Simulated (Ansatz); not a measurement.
# Ga8SbP7: the cost of one run

Program: Ansatz 0.2.0. Level of theory: DFT PBEsol, scalar-relativistic, plane waves, PAW, and further levels as typed in the inputs. These are calculated values, not measurements.

## Step 1: The system as given

It takes space group P222_1 (No. 17, orthorhombic). The conventional cell has a = 11.060 Å, b = 11.060 Å, c = 11.060 Å, α = 90.00°, β = 90.00°, γ = 90.00°. Around Ga (site symmetry 1) lie 3 P at 2.39 Å and 1 Sb at 2.39 Å. Ga (site symmetry 1) is surrounded by 4 P at 2.39 Å. Ga (site symmetry 1) has 2 P at 2.39 Å and 2 Sb at 2.39 Å as nearest neighbours. Only part of the 20 independent sites is listed.

Structure file:

```cif
data_structure
_symmetry_space_group_name_H-M 'P222_1'
_symmetry_Int_Tables_number 17
_cell_length_a 11.0600
_cell_length_b 11.0600
_cell_length_c 11.0600
_cell_angle_alpha 90.000
_cell_angle_beta 90.000
_cell_angle_gamma 90.000
_cell_volume 1352.90
loop_
_atom_site_label
_atom_site_type_symbol
_atom_site_symmetry_multiplicity
_atom_site_Wyckoff_symbol
_atom_site_fract_x
_atom_site_fract_y
_atom_site_fract_z
_atom_site_occupancy
Ga1 Ga 4 e 0.62500 0.62500 0.87500 1
Ga2 Ga 4 e 0.62500 0.87500 0.12500 1
Ga3 Ga 4 e 0.87500 0.62500 0.12500 1
Ga4 Ga 4 e 0.87500 0.87500 0.87500 1
Ga5 Ga 4 e 0.62500 0.62500 0.37500 1
Ga6 Ga 4 e 0.62500 0.87500 0.62500 1
Ga7 Ga 4 e 0.87500 0.62500 0.62500 1
Ga8 Ga 4 e 0.87500 0.87500 0.37500 1
P1 P 4 e 0.75000 0.75000 0.00000 1
P2 P 4 e 0.75000 0.00000 0.25000 1
P3 P 2 c 0.00000 0.75000 0.25000 1
P4 P 2 a 0.00000 0.00000 0.00000 1
P5 P 4 e 0.75000 0.75000 0.50000 1
P6 P 2 c 0.00000 0.75000 0.75000 1
P7 P 4 e 0.75000 0.50000 0.25000 1
P8 P 2 b 0.00000 0.50000 0.00000 1
P9 P 2 d 0.50000 0.75000 0.25000 1
Sb1 Sb 2 a 0.50000 0.00000 0.00000 1
Sb2 Sb 2 d 0.50000 0.75000 0.75000 1
P10 P 2 b 0.50000 0.50000 0.00000 1
```

## Step 2: Relaxing cell and atoms: Ga8SbP7, no spin

File input.yaml:

```yaml
crystal:
  lattice:
    - [11.06, 0.0, 0.0]
    - [0.0, 11.06, 0.0]
    - [0.0, 0.0, 11.06]
  atoms:
    - { symbol: Ga, position: [0.0, 0.0, 0.0] }
    - { symbol: Ga, position: [0.0, 0.25, 0.25] }
    - { symbol: Ga, position: [0.25, 0.0, 0.25] }
    - { symbol: Ga, position: [0.25, 0.25, 0.0] }
    - { symbol: Ga, position: [0.0, 0.0, 0.5] }
    - { symbol: Ga, position: [0.0, 0.25, 0.75] }
    - { symbol: Ga, position: [0.25, 0.0, 0.75] }
    - { symbol: Ga, position: [0.25, 0.25, 0.5] }
    - { symbol: Ga, position: [0.0, 0.5, 0.0] }
    - { symbol: Ga, position: [0.0, 0.75, 0.25] }
    - { symbol: Ga, position: [0.25, 0.5, 0.25] }
    - { symbol: Ga, position: [0.25, 0.75, 0.0] }
    - { symbol: Ga, position: [0.0, 0.5, 0.5] }
    - { symbol: Ga, position: [0.0, 0.75, 0.75] }
    - { symbol: Ga, position: [0.25, 0.5, 0.75] }
    - { symbol: Ga, position: [0.25, 0.75, 0.5] }
    - { symbol: Ga, position: [0.5, 0.0, 0.0] }
    - { symbol: Ga, position: [0.5, 0.25, 0.25] }
    - { symbol: Ga, position: [0.75, 0.0, 0.25] }
    - { symbol: Ga, position: [0.75, 0.25, 0.0] }
    - { symbol: Ga, position: [0.5, 0.0, 0.5] }
    - { symbol: Ga, position: [0.5, 0.25, 0.75] }
    - { symbol: Ga, position: [0.75, 0.0, 0.75] }
    - { symbol: Ga, position: [0.75, 0.25, 0.5] }
    - { symbol: Ga, position: [0.5, 0.5, 0.0] }
    - { symbol: Ga, position: [0.5, 0.75, 0.25] }
    - { symbol: Ga, position: [0.75, 0.5, 0.25] }
    - { symbol: Ga, position: [0.75, 0.75, 0.0] }
    - { symbol: Ga, position: [0.5, 0.5, 0.5] }
    - { symbol: Ga, position: [0.5, 0.75, 0.75] }
    - { symbol: Ga, position: [0.75, 0.5, 0.75] }
    - { symbol: Ga, position: [0.75, 0.75, 0.5] }
    - { symbol: P, position: [0.125, 0.125, 0.125] }
    - { symbol: P, position: [0.125, 0.375, 0.375] }
    - { symbol: P, position: [0.375, 0.125, 0.375] }
    - { symbol: P, position: [0.375, 0.375, 0.125] }
    - { symbol: P, position: [0.125, 0.125, 0.625] }
    - { symbol: P, position: [0.125, 0.375, 0.875] }
    - { symbol: P, position: [0.375, 0.125, 0.875] }
    - { symbol: P, position: [0.375, 0.375, 0.625] }
    - { symbol: P, position: [0.125, 0.625, 0.125] }
    - { symbol: P, position: [0.125, 0.875, 0.375] }
    - { symbol: P, position: [0.375, 0.625, 0.375] }
    - { symbol: P, position: [0.375, 0.875, 0.125] }
    - { symbol: P, position: [0.125, 0.625, 0.625] }
    - { symbol: P, position: [0.125, 0.875, 0.875] }
    - { symbol: P, position: [0.375, 0.625, 0.875] }
    - { symbol: P, position: [0.375, 0.875, 0.625] }
    - { symbol: P, position: [0.625, 0.125, 0.125] }
    - { symbol: P, position: [0.625, 0.375, 0.375] }
    - { symbol: P, position: [0.875, 0.125, 0.375] }
    - { symbol: Sb, position: [0.875, 0.375, 0.125] }
    - { symbol: P, position: [0.625, 0.125, 0.625] }
    - { symbol: P, position: [0.625, 0.375, 0.875] }
    - { symbol: Sb, position: [0.875, 0.125, 0.875] }
    - { symbol: Sb, position: [0.875, 0.375, 0.625] }
    - { symbol: P, position: [0.625, 0.625, 0.125] }
    - { symbol: P, position: [0.625, 0.875, 0.375] }
    - { symbol: Sb, position: [0.875, 0.625, 0.375] }
    - { symbol: P, position: [0.875, 0.875, 0.125] }
    - { symbol: P, position: [0.625, 0.625, 0.625] }
    - { symbol: P, position: [0.625, 0.875, 0.875] }
    - { symbol: P, position: [0.875, 0.625, 0.875] }
    - { symbol: P, position: [0.875, 0.875, 0.625] }
scf:
  occupations: { method: gaussian, width: 0.01 }
output:
  forces: true
  stress: true
  eigenvalues: true
  write_density: true
  write_potential: true
  elf: true
  volumetric_format: npy
hamiltonian:
  xc: pbesol
relax:
  f_tol: 0.005
  max_steps: 60
  cell: { stress_tol: 0.03 }
kpoints:
  mp_grid: { grid: [2, 2, 2] }
```

Launch:

```
$ ansatz run input.yaml --threads 8 --pin off --max-ram 40960MiB --backend cpu --events-out ev --progress --plain --runs-dir out
```

What time and memory should one allow on 8 threads of Intel Xeon Platinum 8488C (Sapphire Rapids), shared host?

About 6.2 min, with a peak of 17 GiB.
